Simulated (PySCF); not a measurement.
# One shape, several levels: CH4AlFSe (SMILES C[Se][AlH][F])

Wanted: a comparison of 6 runs (HF/STO-3G, HF/def2-SVP, B3LYP/6-31G*, TPSS/cc-pVDZ, M06-2X/6-311G**, MP2/def2-SVPD) of CH4AlFSe. Input form: a Python script.

The calculation is run with PySCF 2.14.0.

### 1 The molecule

CH4AlFSe has 8 atoms, charge 0, and is taken as a singlet. As SMILES, `C[Se][AlH][F]`. Geometry: relaxed at PBE0-D4/def2-TZVP. This is one conformer, not always the lowest.

Bond lengths: C1–Se2 1.967 Å, Se2–Al3 2.290 Å, Al3–F4 1.647 Å, C1–H5 1.087 Å, C1–H6 1.089 Å, C1–H7 1.087 Å, Al3–H8 1.575 Å. Angles: C1–Se2–Al3 96.1°, Se2–Al3–F4 118.5°, Se2–C1–H5 108.0°, Se2–C1–H6 111.1°, Se2–C1–H7 108.1°, Se2–Al3–H8 121.7°, F4–Al3–H8 119.8°, H5–C1–H6 109.7°, H5–C1–H7 110.2°, H6–C1–H7 109.7°.

### 2 Energy and gradient at HF/STO-3G (run 1)

File job.py:

```python
import pyscf.grad
from pyscf import gto

mol = gto.M(
    atom='''
C     -1.943016     1.451688     1.140450
Se    -0.208059     1.679967    -2.138603
Al     2.401275    -1.715871    -1.516316
F      4.405141    -2.485368    -3.771137
H     -3.950661     1.201110     0.781780
H     -1.233613    -0.133604     2.244617
H     -1.616094     3.205920     2.159201
H      2.318883    -3.311934     0.994563
''',
    verbose=4,
    max_memory=1860,
    basis='sto-3g',
    unit='bohr',
)

mf = mol.RHF()
mf.conv_tol = 1e-10
mf.kernel()
if not mf.converged:
    mf = mf.newton().run(mf.mo_coeff, mf.mo_occ)

energy = mf.e_tot
print('Final energy', energy)
grad = mf.Gradients().kernel()
dip = mf.dip_moment()
pop, q = mf.mulliken_pop()
```

Launch:

```bash
$ OMP_NUM_THREADS=1 python job.py
```

The log of the run:

```text
PySCF version 2.14.0

[... 62 lines left out ...]
converged SCF energy = -2750.43491869743
Final energy -2750.434918697429
[... 11 lines left out ...]
Dipole moment(X, Y, Z, Debye):  0.18037, -1.40636,  1.78421
[... 50 lines left out ...]
charge of    7H =     -0.25310
```

Wall time 6 s (1 thread of Intel Xeon at 2.50GHz (Skylake/Cascade Lake), shared host); peak memory 0.12 GiB.

### 3 Energy and forces at HF/def2-SVP (run 2)

File job.py:

```python
import pyscf.grad
from pyscf import gto, scf

mol = gto.M(
    atom='''
C       -1.028200       0.768200       0.603500
Se      -0.110100       0.889000      -1.131700
Al       1.270700      -0.908000      -0.802400
F        2.331100      -1.315200      -1.995600
H       -2.090600       0.635600       0.413700
H       -0.652800      -0.070700       1.187800
H       -0.855200       1.696500       1.142600
H        1.227100      -1.752600       0.526300
''',
    max_memory=1860,
    charge=0,
    verbose=3,
    basis='def2-svp',
)

hf = scf.RHF(mol)
hf.conv_tol = 1e-10
hf.kernel()
if not hf.converged:
    hf = hf.newton().run(hf.mo_coeff, hf.mo_occ)

e_final = hf.e_tot
print('E = %.10f Eh' % e_final)
grad = hf.Gradients().kernel()
hf.analyze()
```

Launch:

```bash
$ OMP_NUM_THREADS=1 python job.py
```

The log of the run:

```text
converged SCF energy = -2781.02474626641
[... 22 lines left out ...]
MO #13  energy= -4.92777905869545  occ= 2
[... 16 lines left out ...]
MO #30  energy= -0.504895077622128 occ= 2
[... 16 lines left out ...]
MO #47  energy= 0.536454345210232  occ= 0
[... 16 lines left out ...]
MO #64  energy= 1.0317392477135    occ= 0
[... 16 lines left out ...]
MO #81  energy= 2.26094132005924   occ= 0
[... 16 lines left out ...]
MO #98  energy= 3.91870833161835   occ= 0
[... 9 lines left out ...]
Dipole moment(X, Y, Z, Debye): -1.37064, -0.01865,  2.35173
```

Wall time 28 s (1 thread of Intel Xeon at 2.50GHz (Skylake/Cascade Lake), shared host); peak memory 0.2 GiB.

Runs 3 to 5 aren't shown in full; the table further down has their settings and results.

### 4 Energy and gradient at MP2/def2-SVPD (run 6)

File run.py:

```python
# C[Se][AlH][F]
import pyscf.grad
from pyscf import gto, mp

system = gto.M(
    atom='''
C     -1.943016     1.451688     1.140450
Se    -0.208059     1.679967    -2.138603
Al     2.401275    -1.715871    -1.516316
F      4.405141    -2.485368    -3.771137
H     -3.950661     1.201110     0.781780
H     -1.233613    -0.133604     2.244617
H     -1.616094     3.205920     2.159201
H      2.318883    -3.311934     0.994563
''',
    spin=0,
    charge=0,
    max_memory=1860,
    unit='bohr',
    verbose=4,
    basis='def2-svpd',
)

myscf = system.RHF()
myscf.conv_tol = 1e-10
myscf.kernel()
if not myscf.converged:
    myscf = myscf.newton().run(myscf.mo_coeff, myscf.mo_occ)

pt = mp.MP2(myscf, frozen=16).run()
e_tot = pt.e_tot
print('E = %.10f Eh' % e_tot)
grad = pt.Gradients().kernel()
myscf.analyze()
```

Launch:

```bash
$ OMP_NUM_THREADS=1 python run.py
```

The log of the run:

```text
PySCF version 2.14.0

[... 105 lines left out ...]
MO #15  energy= -3.24931783590696  occ= 2
[... 24 lines left out ...]
MO #40  energy= 0.120538401514484  occ= 0
[... 24 lines left out ...]
MO #65  energy= 0.431620271866489  occ= 0
[... 24 lines left out ...]
MO #90  energy= 0.915729103718008  occ= 0
[... 24 lines left out ...]
MO #115 energy= 1.9930916078781    occ= 0
[... 24 lines left out ...]
MO #140 energy= 3.99374110987331   occ= 0
[... 151 lines left out ...]
Dipole moment(X, Y, Z, Debye): -1.48325,  0.06851,  2.41431
```

Run time: 2.4 min. Hardware: 1 thread of Intel Xeon at 2.50GHz (Skylake/Cascade Lake), shared host; peak memory 2 GiB.

### 5 The series

```
run                               level  Cartesian functions  integration grid   energy (Eh)  dipole moment (D) of the reference  HOMO energy (eV)  LUMO energy (eV)  wall time
  1                           HF/STO-3G                   no                 –  -2750.434919                                2.28             -6.56              8.68        6 s
  2                         HF/def2-SVP                   no                 –  -2781.024746                                2.72             -9.51              1.95       28 s
  3  B3LYP/6-31G* (Cartesian functions)                  yes                 5  -2784.193954                                2.51             -6.70             -0.95       76 s
  4                        TPSS/cc-pVDZ                   no                 5  -2784.382731                                2.52             -6.01             -1.44       99 s
  5                     M06-2X/6-311G**                   no                 5  -2784.412534                                2.71             -8.14             -0.41    2.5 min
  6                       MP2/def2-SVPD                   no                 –  -2781.695136                                2.83             -9.54              1.44    2.4 min
```

### 6 What came out

```
                                           quantity           value
                                run 6: total energy  -2781.69514 Eh
        run 6: dipole moment (Hartree–Fock density)          2.83 D
         run 6: HOMO energy (Hartree–Fock orbitals)        -9.54 eV
         run 6: LUMO energy (Hartree–Fock orbitals)         1.44 eV
       run 6: HOMO–LUMO gap (Hartree–Fock orbitals)        10.98 eV
run 6: correlation energy (16 core orbitals frozen)      -655.6 mEh
                    run 6: largest force on an atom      1.235 eV/Å
```

**Reading.** Over runs 1, 2, 3, 4, 5 the dipole moment (its size) runs from 2.28 D (HF/STO-3G) to 2.72 D (HF/def2-SVP). Over runs 1, 2, 3, 4, 5 the HOMO–LUMO gap runs from 4.56 eV (TPSS/cc-pVDZ) to 15.25 eV (HF/STO-3G). The two ends differ in method and basis. Totals of different functionals can't be ranked against each other. In run 1 the basis is minimal, so the values are rough. All runs together took 8.3 min, the longest 2.5 min.
